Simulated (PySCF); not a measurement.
# Si2H5Br: NMR shifts and electronic excitations in gas and solvents

Aim: compute the NMR shifts and electronic excitations of Si2H5Br (`[SiH3][SiH2]Br`), and see what a dielectric continuum does where one was used.

The runs use PySCF 2.14.0, with density-fitted response routines of our own; the level of theory stands in each step. All values are computed, except where a source is named. Atoms count from 0, in the outputs and in this text.

## Step 1: The molecule as given

8 atoms, charge 0, multiplicity 1; geometry from: GFN2-xTB.

Bonds of the start (Å): Si0–Si1 2.31, Si1–Br2 2.24, Si0–H3 1.46, Si0–H4 1.46, Si0–H5 1.46, Si1–H6 1.46, Si1–H7 1.46.

## Step 2: Relaxing the molecule at PBE0-D3(BJ)/def2-SVP

What the job is given:

```
{"job": {"xc": "PBE0", "basis": "def2-SVP", "d3": "d3bj", "grid": 1, "kind": "geom"}, "charge": 0, "multiplicity": 1}
Si     1.219063     0.191066     0.009627
Si    -1.031181    -0.320081     0.131775
Br    -2.206116     0.995715    -1.242714
H      1.936108    -0.697431     0.925769
H      1.736978    -0.006376    -1.344131
H      1.470812     1.577916     0.400576
H     -1.690292    -0.078216     1.413803
H     -1.426315    -1.653182    -0.319272
```

Log:

```text
step   0  E = -3155.13809955  max force = 0.013848
step   1  E = -3155.14243436  max force = 0.003803
step   2  E = -3155.14258325  max force = 0.001563
step   3  E = -3155.14259626  max force = 0.000182
optimisation converged
```

Run time: 16 s. Hardware: 1 thread, shared host.

Relaxation path:

```
step  energy from step 0 (eV)  largest force component (eV/Å)
   0                   0.0000                          0.7121
   1                  -0.1180                          0.1956
   2                  -0.1220                          0.0804
   3                  -0.1224                          0.0094
```

Distances of close pairs at the start and the end, largest changes first:

```
   bond  before (Å)  after (Å)  change (Å)
Si0–Si1       2.311      2.344      +0.033
 Si0–H3       1.464      1.497      +0.033
 Si1–H7       1.462      1.492      +0.031
 Si0–H5       1.463      1.493      +0.031
 Si1–H6       1.462      1.492      +0.031
 Si0–H4       1.463      1.493      +0.030
Si1–Br2       2.236      2.237      +0.001
```

The next job starts from the end point, and lists it.

```
                         at the end point                value
  point group (found at 0.08 Å tolerance)                   Cs
rotational constants (GHz, main isotopes)  9.375, 1.498, 1.333
                        dipole moment (D)                 1.46
```

## Step 3: Shielding tensors: PBE0/pcSseg-1 in acetonitrile

What the job is given:

```
{"job": {"kind": "nmr", "xc": "PBE0", "basis": "pcSseg-1", "solvent": "acetonitrile", "pop": true}, "charge": 0, "multiplicity": 1}
Si     0.193045    -0.298145     0.156420
Si    -2.090110    -0.806007     0.302687
Br    -3.220188     0.560158    -1.062163
H      0.960267    -1.193614     1.077854
H      0.665409    -0.509832    -1.244232
H      0.414633     1.124493     0.552441
H     -2.614394    -0.601431     1.684711
H     -2.373808    -2.208439    -0.121227
```

Level: GIAO PBE0/pcSseg-1 NMR shielding, non-relativistic, IEF-PCM acetonitrile.

Log:

```text
coarse grid: 32520 points
cycle   1  E = -3155.3239921403  dE = -1.330e+00  |g| = 6.815e-01  |ddm| = 2.541e+00
cycle   2  E = -3155.3320847954  dE = -8.093e-03  |g| = 3.076e-01  |ddm| = 3.551e-01
cycle   3  E = -3155.3385591382  dE = -6.474e-03  |g| = 6.115e-02  |ddm| = 2.180e-01
cycle   4  E = -3155.3391588837  dE = -5.997e-04  |g| = 1.072e-02  |ddm| = 6.613e-02
cycle   5  E = -3155.3391923575  dE = -3.347e-05  |g| = 1.677e-03  |ddm| = 1.346e-02
cycle   6  E = -3155.3391928288  dE = -4.713e-07  |g| = 5.064e-04  |ddm| = 2.717e-03
final grid: 63792 points
cycle   7  E = -3155.3391941911  dE = -2.690e-08  |g| = 5.940e-04  |ddm| = 1.582e-03
cycle   8  E = -3155.3391941902  dE =  9.045e-10  |g| = 6.626e-04  |ddm| = 1.235e-03
cycle   9  E = -3155.3391942392  dE = -4.900e-08  |g| = 2.384e-05  |ddm| = 5.707e-04
cycle  10  E = -3155.3391942393  dE = -1.564e-10  |g| = 3.924e-06  |ddm| = 3.924e-05
converged SCF energy = -3155.3391942393

GIAO shielding tensors (ppm)
atom      isotropic    diamagn.    paramagn.     s11        s22        s33       span
  0 Si     449.831     879.587    -429.757    439.958    446.130    463.404     23.445
  1 Si     375.312     877.055    -501.744    318.177    360.164    447.594    129.417
  2 Br    2866.400    3124.739    -258.340   2771.393   2905.969   2921.838    150.446
  3 H       27.567      28.444      -0.877     24.304     24.969     33.427      9.123
  4 H       27.562      28.698      -1.135     24.272     25.982     32.433      8.161
  5 H       27.567      28.773      -1.206     24.264     26.019     32.417      8.153
  6 H       25.926      27.052      -1.126     21.464     24.395     31.919     10.455
  7 H       25.925      26.962      -1.037     21.473     24.392     31.912     10.439
```

Wall time 9.2 s (1 thread, shared host).

The references, computed at this level on geometries of the same kind, shield at (ppm): ¹H TMS 31.24, ²⁹Si TMS 351.8. Their shielding less the atom's gives the shift. The references are single molecules in the same continuum. Atoms listed in one row are averaged.

```
     atoms                             environment  σ (ppm)  δ (ppm)
    H6, H7  hydrogen on a silicon bonded to Br, Si    25.93     5.31
H3, H4, H5      hydrogen on a silicon bonded to Si    27.57     3.67
       Si1           silicon bonded to Br, Si, 2 H    375.3    -23.5
       Si0               silicon bonded to Si, 3 H    449.8    -98.1
       Br2                    bromine bonded to Si     2866        –
```

Charges from the same density, by scheme (e):

```
atoms  Mulliken    IAO  Hirshfeld  ESP fit
  Si0      0.20   0.29       0.22     0.30
  Si1      0.41   0.43       0.24     0.09
  Br2     -0.39  -0.28      -0.14    -0.18
```

Mayer bond orders: Si0–Si1 0.90, Si1–Br2 0.88.

## Step 4: Nuclear shieldings: PBE0/pcSseg-1 in cyclohexane

Same as in step 3 but for these lines:

```diff
@@ -1,2 +1,2 @@
-{"job": {"kind": "nmr", "xc": "PBE0", "basis": "pcSseg-1", "solvent": "acetonitrile", "pop": true}, "charge": 0, "multiplicity": 1}
+{"job": {"kind": "nmr", "xc": "PBE0", "basis": "pcSseg-1", "solvent": "cyclohexane", "pop": false}, "charge": 0, "multiplicity": 1}
 Si     0.193045    -0.298145     0.156420
```

With the program's defaults for keys left out, this is: GIAO PBE0/pcSseg-1 NMR shielding, non-relativistic, IEF-PCM cyclohexane.

Log:

```text
coarse grid: 32520 points
cycle   1  E = -3155.3220978533  dE = -1.329e+00  |g| = 6.826e-01  |ddm| = 2.542e+00
cycle   2  E = -3155.3295747811  dE = -7.477e-03  |g| = 3.107e-01  |ddm| = 3.862e-01
cycle   3  E = -3155.3369371010  dE = -7.362e-03  |g| = 6.628e-02  |ddm| = 2.487e-01
cycle   4  E = -3155.3378732505  dE = -9.361e-04  |g| = 1.848e-02  |ddm| = 8.519e-02
cycle   5  E = -3155.3379615003  dE = -8.825e-05  |g| = 2.298e-03  |ddm| = 2.131e-02
cycle   6  E = -3155.3379623790  dE = -8.787e-07  |g| = 4.961e-04  |ddm| = 3.682e-03
final grid: 63792 points
cycle   7  E = -3155.3379635388  dE = -3.340e-08  |g| = 5.619e-04  |ddm| = 1.649e-03
cycle   8  E = -3155.3379635413  dE = -2.480e-09  |g| = 6.275e-04  |ddm| = 1.270e-03
cycle   9  E = -3155.3379635878  dE = -4.654e-08  |g| = 3.123e-05  |ddm| = 5.781e-04
cycle  10  E = -3155.3379635881  dE = -3.079e-10  |g| = 6.052e-06  |ddm| = 4.747e-05
converged SCF energy = -3155.3379635881

GIAO shielding tensors (ppm)
atom      isotropic    diamagn.    paramagn.     s11        s22        s33       span
  0 Si     450.764     879.650    -428.886    441.949    446.314    464.029     22.080
  1 Si     376.715     877.044    -500.329    320.038    360.681    449.427    129.390
  2 Br    2858.390    3124.473    -266.083   2760.176   2901.789   2913.204    153.028
  3 H       27.625      28.522      -0.898     24.368     25.035     33.471      9.102
  4 H       27.554      28.695      -1.141     24.255     25.966     32.442      8.187
  5 H       27.557      28.767      -1.210     24.244     26.001     32.425      8.181
  6 H       25.972      27.103      -1.132     21.518     24.435     31.962     10.445
  7 H       25.971      27.012      -1.042     21.526     24.431     31.954     10.428
```

Wall time 7.2 s (1 thread, shared host).

In short: σ Si1 376.7, Si0 450.8, Br2 2858, H6 25.97, H3 27.58 ppm (means over like atoms).

## Step 5: Excited states and response: wB97X-D/def2-SVPD

Same as in step 4 but for these lines:

```diff
@@ -1,2 +1,2 @@
-{"job": {"kind": "nmr", "xc": "PBE0", "basis": "pcSseg-1", "solvent": "cyclohexane", "pop": false}, "charge": 0, "multiplicity": 1}
+{"job": {"kind": "uv", "xc": "wB97X-D", "basis": "def2-SVPD", "dynamic": true, "nstates": 6, "ntriplets": 0}, "charge": 0, "multiplicity": 1}
 Si     0.193045    -0.298145     0.156420
```

Method: TDDFT wB97X-D/def2-SVPD, vertical, gas phase, core orbitals frozen in the response.

Log:

```text
coarse grid: 32520 points
cycle   1  E = -3155.7191132512  dE = -1.243e+00  |g| = 2.502e-01  |ddm| = 2.895e+00
cycle   2  E = -3155.7341577527  dE = -1.504e-02  |g| = 1.601e-01  |ddm| = 7.113e-01
cycle   3  E = -3155.7430139144  dE = -8.856e-03  |g| = 3.110e-02  |ddm| = 2.955e-01
cycle   4  E = -3155.7432254114  dE = -2.115e-04  |g| = 9.723e-03  |ddm| = 6.435e-02
cycle   5  E = -3155.7432500563  dE = -2.464e-05  |g| = 1.355e-03  |ddm| = 3.231e-02
cycle   6  E = -3155.7432509212  dE = -8.649e-07  |g| = 4.240e-04  |ddm| = 5.088e-03
final grid: 63792 points
cycle   7  E = -3155.7433662059  dE = -5.050e-07  |g| = 5.638e-04  |ddm| = 4.393e-03
cycle   8  E = -3155.7433662497  dE = -4.381e-08  |g| = 3.814e-04  |ddm| = 1.011e-03
cycle   9  E = -3155.7433662649  dE = -1.522e-08  |g| = 3.838e-05  |ddm| = 3.479e-04
cycle  10  E = -3155.7433662661  dE = -1.128e-09  |g| = 1.467e-05  |ddm| = 1.174e-04
cycle  11  E = -3155.7433662662  dE = -1.028e-10  |g| = 3.060e-06  |ddm| = 3.762e-05
converged SCF energy = -3155.7433662662

Static polarisability (au): isotropic 80.746, principal 68.178 77.131 96.927

Singlet excitations
state   eV       nm        f      main configurations
  1   6.0747    204.1   0.02923   H->L 0.96
  2   6.4805    191.3   0.01001   H-1->L 0.95
  3   7.1849    172.6   0.01768   H->L+2 0.90
  4   7.3784    168.0   0.04960   H->L+1 0.84
  5   7.5842    163.5   0.01437   H-2->L 0.80
  6   7.7191    160.6   0.14514   H->L+3 0.65, H->L+4 0.16
```

Run time: 11 s. Hardware: 1 thread, shared host.

Frontier orbitals and where they lie:

```
orbital      eV                         atoms
 HOMO−3  -11.88    Si0 34 %, H5 20 %, H4 20 %
 HOMO−2  -11.38  Br2 45 %, Si1 23 %, Si0 19 %
 HOMO−1  -10.30    Br2 78 %, Si1 12 %, H6 5 %
   HOMO   -9.83  Br2 50 %, Si1 19 %, Si0 18 %
   LUMO    0.84  Si1 32 %, Br2 31 %, Si0 17 %
 LUMO+1    1.69  Si1 28 %, Si0 23 %, Br2 13 %
 LUMO+2    1.77    Si1 31 %, Si0 31 %, H4 8 %
```

With each of the 6 states as a Gaussian band of 0.4 eV half-width at 1/e, the curve within the window shown has maxima at 203 nm (ε 1,300), 163 nm (ε 7,700) L/(mol cm). Beyond the last state computed it falls off for lack of states. The curve at chosen wavelengths:

(nm, ε (L/mol/cm)): (155, 3690), (158, 5977), (161, 7486), (164, 7609), (166, 7012), (169, 5566), (172, 3990), (175, 2636), (178, 1645), (181, 1032), (183, 809), (186, 687), (189, 741), (192, 891), (195, 1075), (198, 1239), (200, 1313), (203, 1349), (206, 1283), (209, 1129), (212, 921), (215, 699), (217, 560), (220, 380), (223, 242), (226, 146)

Further results of this job:

```
           property  computed
  dipole moment (D)      1.55
polarisability (Å³)     11.97
 HOMO–LUMO gap (eV)     10.67
      −ε(HOMO) (eV)      9.83
C6 with itself (au)      2129
```

## Step 6: TDDFT and polarisability: wB97X-D/def2-SVPD in acetonitrile

Same as in step 5 but for these lines:

```diff
@@ -1,2 +1,2 @@
-{"job": {"kind": "uv", "xc": "wB97X-D", "basis": "def2-SVPD", "dynamic": true, "nstates": 6, "ntriplets": 0}, "charge": 0, "multiplicity": 1}
+{"job": {"kind": "uv", "xc": "wB97X-D", "basis": "def2-SVPD", "solvent": "acetonitrile", "nstates": 6, "ntriplets": 0}, "charge": 0, "multiplicity": 1}
 Si     0.193045    -0.298145     0.156420
```

Level: TDDFT wB97X-D/def2-SVPD, vertical, IEF-PCM acetonitrile (non-equilibrium linear response), core orbitals frozen in the response.

Log:

```text
coarse grid: 32520 points
cycle   1  E = -3155.7235209765  dE = -1.247e+00  |g| = 2.375e-01  |ddm| = 2.898e+00
cycle   2  E = -3155.7395624465  dE = -1.604e-02  |g| = 1.258e-01  |ddm| = 6.703e-01
cycle   3  E = -3155.7449819693  dE = -5.420e-03  |g| = 2.582e-02  |ddm| = 2.586e-01
cycle   4  E = -3155.7451449211  dE = -1.630e-04  |g| = 9.353e-03  |ddm| = 6.454e-02
cycle   5  E = -3155.7451667101  dE = -2.179e-05  |g| = 1.224e-03  |ddm| = 3.200e-02
cycle   6  E = -3155.7451675424  dE = -8.323e-07  |g| = 3.826e-04  |ddm| = 5.271e-03
final grid: 63792 points
cycle   7  E = -3155.7452804186  dE = -5.091e-07  |g| = 5.385e-04  |ddm| = 4.353e-03
cycle   8  E = -3155.7452804620  dE = -4.331e-08  |g| = 3.656e-04  |ddm| = 9.845e-04
cycle   9  E = -3155.7452804754  dE = -1.344e-08  |g| = 4.087e-05  |ddm| = 3.357e-04
cycle  10  E = -3155.7452804768  dE = -1.432e-09  |g| = 1.367e-05  |ddm| = 1.348e-04
cycle  11  E = -3155.7452804770  dE = -1.310e-10  |g| = 2.607e-06  |ddm| = 4.156e-05
converged SCF energy = -3155.7452804770

Static polarisability (au): isotropic 111.782, principal 97.827 108.582 128.938

Singlet excitations
state   eV       nm        f      main configurations
  1   6.1474    201.7   0.04389   H->L 0.95
  2   6.6324    186.9   0.01401   H-1->L 0.95
  3   7.2785    170.3   0.02880   H->L+2 0.90
  4   7.4103    167.3   0.09951   H->L+1 0.90
  5   7.6539    162.0   0.02560   H-2->L 0.83
  6   7.7766    159.4   0.25200   H->L+3 0.74, H->L+4 0.09
```

Wall time 12 s (1 thread, shared host).

In short: HOMO -9.77 eV, LUMO 0.97 eV; lowest singlet 6.15 eV.

## Step 7: Excited states and response: wB97X-D/def2-SVPD in cyclohexane

Same as in step 6 but for these lines:

```diff
@@ -1,2 +1,2 @@
-{"job": {"kind": "uv", "xc": "wB97X-D", "basis": "def2-SVPD", "solvent": "acetonitrile", "nstates": 6, "ntriplets": 0}, "charge": 0, "multiplicity": 1}
+{"job": {"kind": "uv", "xc": "wB97X-D", "basis": "def2-SVPD", "solvent": "cyclohexane", "nstates": 6, "ntriplets": 0}, "charge": 0, "multiplicity": 1}
 Si     0.193045    -0.298145     0.156420
```

With the program's defaults for keys left out, this is: TDDFT wB97X-D/def2-SVPD, vertical, IEF-PCM cyclohexane (non-equilibrium linear response), core orbitals frozen in the response.

Log:

```text
coarse grid: 32520 points
cycle   1  E = -3155.7210530373  dE = -1.245e+00  |g| = 2.442e-01  |ddm| = 2.896e+00
cycle   2  E = -3155.7367260702  dE = -1.567e-02  |g| = 1.434e-01  |ddm| = 6.881e-01
cycle   3  E = -3155.7438043571  dE = -7.078e-03  |g| = 2.860e-02  |ddm| = 2.770e-01
cycle   4  E = -3155.7439912845  dE = -1.869e-04  |g| = 9.477e-03  |ddm| = 6.394e-02
cycle   5  E = -3155.7440143320  dE = -2.305e-05  |g| = 1.299e-03  |ddm| = 3.208e-02
cycle   6  E = -3155.7440151616  dE = -8.296e-07  |g| = 4.082e-04  |ddm| = 5.037e-03
final grid: 63792 points
cycle   7  E = -3155.7441293974  dE = -5.060e-07  |g| = 5.559e-04  |ddm| = 4.373e-03
cycle   8  E = -3155.7441294406  dE = -4.324e-08  |g| = 3.780e-04  |ddm| = 9.985e-04
cycle   9  E = -3155.7441294551  dE = -1.445e-08  |g| = 3.914e-05  |ddm| = 3.434e-04
cycle  10  E = -3155.7441294563  dE = -1.210e-09  |g| = 1.416e-05  |ddm| = 1.203e-04
cycle  11  E = -3155.7441294564  dE = -1.078e-10  |g| = 2.783e-06  |ddm| = 3.850e-05
converged SCF energy = -3155.7441294564

Static polarisability (au): isotropic 91.444, principal 77.451 87.735 109.145

Singlet excitations
state   eV       nm        f      main configurations
  1   6.0924    203.5   0.04368   H->L 0.96
  2   6.5331    189.8   0.01379   H-1->L 0.95
  3   7.2102    172.0   0.02911   H->L+2 0.90
  4   7.3676    168.3   0.10233   H->L+1 0.90
  5   7.5983    163.2   0.02534   H-2->L 0.83
  6   7.7164    160.7   0.24669   H->L+3 0.73, H->L+4 0.11
```

Run time: 13 s. Hardware: 1 thread, shared host.

In short: HOMO -9.79 eV, LUMO 0.91 eV; lowest singlet 6.09 eV.

## Step 8: Comparing the runs: NMR shifts

Shifts (ppm), means over like atoms, with basis size and wall time:

```
                          run    H6    H3    Si1    Si0  functions   time
PBE0/pcSseg-1 in acetonitrile  5.31  3.67  -23.5  -98.1        114  9.2 s
 PBE0/pcSseg-1 in cyclohexane  5.29  3.68  -24.8  -98.8        114  7.2 s
```

The continuum's effect on the ground state:

```
     solvent      ε  polarisation energy (Eh)  μ (D)
 cyclohexane   2.02                   -0.0009   1.77
acetonitrile  35.69                   -0.0024   2.11
```

## Step 9: Comparing the runs: electronic excitations

Excitations and ground-state properties, with basis size and wall time:

```
                              run  lowest singlet (eV)  brightest (eV)      f  gap (eV)  α (Å³)  μ (D)  functions  time
                wB97X-D/def2-SVPD                 6.07            7.72  0.145     10.67   11.97   1.55        129  11 s
wB97X-D/def2-SVPD in acetonitrile                 6.15            7.78  0.252     10.75   16.56   2.13        129  12 s
 wB97X-D/def2-SVPD in cyclohexane                 6.09            7.72  0.247     10.70   13.55   1.77        129  13 s
```

The continuum's effect on the ground state:

```
     solvent      ε  polarisation energy (Eh)  μ (D)
 cyclohexane   2.02                   -0.0008   1.77
acetonitrile  35.69                   -0.0023   2.13
```

## Step 10: What came out

| quantity | value |
| --- | --- |
| point group | Cs |
| rotational constants (main isotopes) | 9.37, 1.50, 1.33 GHz |
| ¹H shifts against TMS (PBE0/pcSseg-1, acetonitrile, means over atoms taken as alike) | 5.31, 3.67 ppm |
| ²⁹Si shifts against TMS (PBE0/pcSseg-1, acetonitrile) | -23.5, -98.1 ppm |
| shieldings of Br (PBE0/pcSseg-1, acetonitrile) | Br2 2866.4 ppm |
| lowest singlet (wB97X-D/def2-SVPD) | 6.07 eV (204 nm), f = 0.029 |
| brightest single state of those computed | state 6, 7.72 eV, f = 0.145 |
| range of the shift of Si1 | -24.8 to -23.5 ppm |
| range of the lowest singlet | 6.07 to 6.15 eV |

What this shows: Relaxing lowered the energy by 0.122 eV in 3 steps; the close pair that moved most is Si0–Si1, from 2.311 to 2.344 Å. At PBE0/pcSseg-1: The largest span, 150 ppm, is at Br2, where the paramagnetic term is -258 ppm. The first singlet state (HOMO→LUMO 0.96) lies at 6.07 eV and is weak; of the 6 states computed, the strongest absorption comes from state 6 at 7.72 eV (the last computed, so partners may be missing). Among the atoms with a shift in every run: In ppm, Si1 moves most: its shift spreads over 1.2 ppm, from -24.8 (PBE0/pcSseg-1 in cyclohexane) to -23.5 (PBE0/pcSseg-1 in acetonitrile). The continuum holds electrostatics alone: no hydrogen bonds to the solvent, and the gas-phase geometry is kept. The lowest singlet runs from 6.07 eV (wB97X-D/def2-SVPD) to 6.15 eV (wB97X-D/def2-SVPD in acetonitrile), while the orbital gap spans 10.67 to 10.75 eV. The lowest state need not be the same one in every run. Spin-orbit coupling is left out, which matters for shieldings and couplings at and beside the heavy atoms.
